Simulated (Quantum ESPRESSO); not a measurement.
The system is MoSe.

```
CELL_PARAMETERS angstrom
3.50023 0.00000 0.00000
0.00000 3.50023 0.00000
0.00000 0.00000 3.50023
ATOMIC_POSITIONS crystal
Mo 0.00000 0.00000 0.00000
Se 0.50000 0.50000 0.50000
```

The cell was built by a generator and needn't be a form met in nature.

Base run:

* Program: Quantum ESPRESSO 7.5
* Functional: LDA
* Potentials or basis: SSSP 1.3 efficiency PBE
* Cutoff: 816 eV
* Density cutoff: 5987 eV
* k mesh: 8 × 8 × 8
* Occupations: fermi-dirac, width 0.05 eV
* Spin: no spin polarisation
* Hubbard terms: Mo d U = 4 eV

Its results: band gap on the k mesh 0.89 eV, indirect (least direct gap 0.92 eV); pressure -17.7 GPa.

**Question.** The run is repeated on the same cell with these changes: hubbard terms from Mo d U = 4 eV to Mo d U = 6 eV. What comes out?

**Answer.** Band gap on the k mesh none (metal or under the smearing width); pressure -26.0 GPa.

Caveats: the potentials were made for another functional, which shifts forces and pressure; U without spin polarisation on a metal has little footing (some runs).

A k mesh can miss the band edges.

Not every run made on this cell is shown here.
